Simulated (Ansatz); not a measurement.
# InSe2: tests of the settings

Aim, for InSe2: test the plane-wave cutoff.

Program: Ansatz 0.2.0. Level of theory: DFT PBE, scalar-relativistic, plane waves, PAW. These are calculated values, not measurements.

2 further runs of the same task are left out: 1 for a known fault of the program, 1 set aside as unsound or not needed.

### 1 Starting point

It takes space group P4/nmm (No. 129, tetragonal). The conventional cell has a = 3.895 Å, b = 3.895 Å, c = 9.626 Å, α = 90.00°, β = 90.00°, γ = 90.00°. In (site symmetry 4mm) has 4 Se at 2.84 Å as nearest neighbours. Se (site symmetry 4mm) is surrounded by 4 In at 2.84 Å. Around Se (site symmetry -4m2) lie 4 Se at 2.75 Å.

Structure file:

```xyz
6
Lattice="3.8949 0.0000 0.0000 0.0000 3.8949 0.0000 0.0000 0.0000 9.6262" Properties=species:S:1:pos:R:3 pbc="T T T"
In    0.0000    1.9474    6.8006
In    1.9474    0.0000    2.8256
Se    0.0000    1.9474    3.5252
Se    1.9474    0.0000    6.1010
Se    0.0000    0.0000    0.0000
Se    1.9474    1.9474    0.0000
```

Source of the structure: the Materials Project (structure only). It is taken as it stands there.

### 2 The base input

input.yaml reads:

```yaml
crystal:
  lattice:
    - [3.894893, 0.0, 0.0]
    - [0.0, 3.894893, 0.0]
    - [0.0, 0.0, 9.626231]
  atoms:
    - { symbol: In, position: [0.0, 0.5, 0.706468] }
    - { symbol: In, position: [0.5, 0.0, 0.293532] }
    - { symbol: Se, position: [0.0, 0.5, 0.366212] }
    - { symbol: Se, position: [0.5, 0.0, 0.633788] }
    - { symbol: Se, position: [0.0, 0.0, 0.0] }
    - { symbol: Se, position: [0.5, 0.5, 0.0] }
basis:
  ecutwfc: 420
kpoints:
  mp_grid: { grid: [10, 10, 4] }
hamiltonian:
  xc: pbe
scf:
  occupations: { method: gaussian, width: 0.1 }
output:
  forces: true
  stress: true
  eigenvalues: true
  populations: true
```

Its results, from an earlier run: -5512.1914 eV/atom at zero smearing, pressure -0.10 GPa, largest force 0.055 eV/Å, no gap on the mesh, in 9 SCF cycles and 37 s.

### 3 Plane-wave cutoff: 150 eV

input.yaml reads:

```yaml
crystal:
  lattice:
    - [3.894893, 0.0, 0.0]
    - [0.0, 3.894893, 0.0]
    - [0.0, 0.0, 9.626231]
  atoms:
    - { symbol: In, position: [0.0, 0.5, 0.706468] }
    - { symbol: In, position: [0.5, 0.0, 0.293532] }
    - { symbol: Se, position: [0.0, 0.5, 0.366212] }
    - { symbol: Se, position: [0.5, 0.0, 0.633788] }
    - { symbol: Se, position: [0.0, 0.0, 0.0] }
    - { symbol: Se, position: [0.5, 0.5, 0.0] }
basis:
  ecutwfc: 150
kpoints:
  mp_grid: { grid: [10, 10, 4] }
hamiltonian:
  xc: pbe
scf:
  occupations: { method: gaussian, width: 0.1 }
output:
  forces: true
  stress: true
  eigenvalues: true
```

Command:

```bash
$ ansatz run input.yaml --threads 1 --pin off --max-ram 2560MiB --backend cpu --events-out ev --progress --plain --runs-dir out
```

### 4 Plane-wave cutoff set to 200 eV

input.yaml: that of step 3 with these lines changed.

```diff
@@ -13,3 +13,3 @@
 basis:
-  ecutwfc: 150
+  ecutwfc: 200
 kpoints:
```

### 5 Plane-wave cutoff set to 250 eV

input.yaml: that of step 4 with these lines changed.

```diff
@@ -13,3 +13,3 @@
 basis:
-  ecutwfc: 200
+  ecutwfc: 250
 kpoints:
```

### 6 Plane-wave cutoff: 300 eV

input.yaml: that of step 5 with these lines changed.

```diff
@@ -13,3 +13,3 @@
 basis:
-  ecutwfc: 250
+  ecutwfc: 300
 kpoints:
```

### 7 Plane-wave cutoff: 350 eV

input.yaml: that of step 6 with these lines changed.

```diff
@@ -13,3 +13,3 @@
 basis:
-  ecutwfc: 300
+  ecutwfc: 350
 kpoints:
```

### 8 Plane-wave cutoff set to 380 eV

input.yaml: that of step 7 with these lines changed.

```diff
@@ -13,3 +13,3 @@
 basis:
-  ecutwfc: 350
+  ecutwfc: 380
 kpoints:
```

### 9 Plane-wave cutoff set to 460 eV

input.yaml: that of step 8 with these lines changed.

```diff
@@ -13,3 +13,3 @@
 basis:
-  ecutwfc: 380
+  ecutwfc: 460
 kpoints:
@@ -24 +24,5 @@
   eigenvalues: true
+  write_density: true
+  write_potential: true
+  elf: true
+  volumetric_format: npy
```

### 10 Plane-wave cutoff: 520 eV

input.yaml: that of step 9 with these lines changed.

```diff
@@ -13,3 +13,3 @@
 basis:
-  ecutwfc: 460
+  ecutwfc: 520
 kpoints:
@@ -24,5 +24 @@
   eigenvalues: true
-  write_density: true
-  write_potential: true
-  elf: true
-  volumetric_format: npy
```

### 11 Plane-wave cutoff: 600 eV

input.yaml: that of step 10 with these lines changed.

```diff
@@ -13,3 +13,3 @@
 basis:
-  ecutwfc: 520
+  ecutwfc: 600
 kpoints:
```

### 12 Plane-wave cutoff: 700 eV

input.yaml: that of step 11 with these lines changed.

```diff
@@ -13,3 +13,3 @@
 basis:
-  ecutwfc: 600
+  ecutwfc: 700
 kpoints:
```

### 13 Plane-wave cutoff set to 850 eV

input.yaml: that of step 12 with these lines changed.

```diff
@@ -13,3 +13,3 @@
 basis:
-  ecutwfc: 700
+  ecutwfc: 850
 kpoints:
```

(Steps that only read results are left out.)

What results come out of these runs, taken together?

As calculated:

| quantity | value |
| --- | --- |
| plane-wave cutoff: within 10 and 1 meV/atom of 850 eV from | 350 eV for 10; 420 eV for 1 |

In the sweep of the plane-wave cutoff, 420 eV already comes within 1 meV/atom of the reference, and so do all later runs, at about 0.49 of the reference's time. The reference is only the best run made, not a proven limit. Total energies converge more slowly with the cutoff than differences between like structures do. The pressure is off by up to 12.9 GPa. Forces stay within 0.01 eV/Å of the reference from 300 eV on. The settings are coarse, so take the values as rough. The final runs have no spin polarisation, so no magnetic state was tried and one may lie lower.
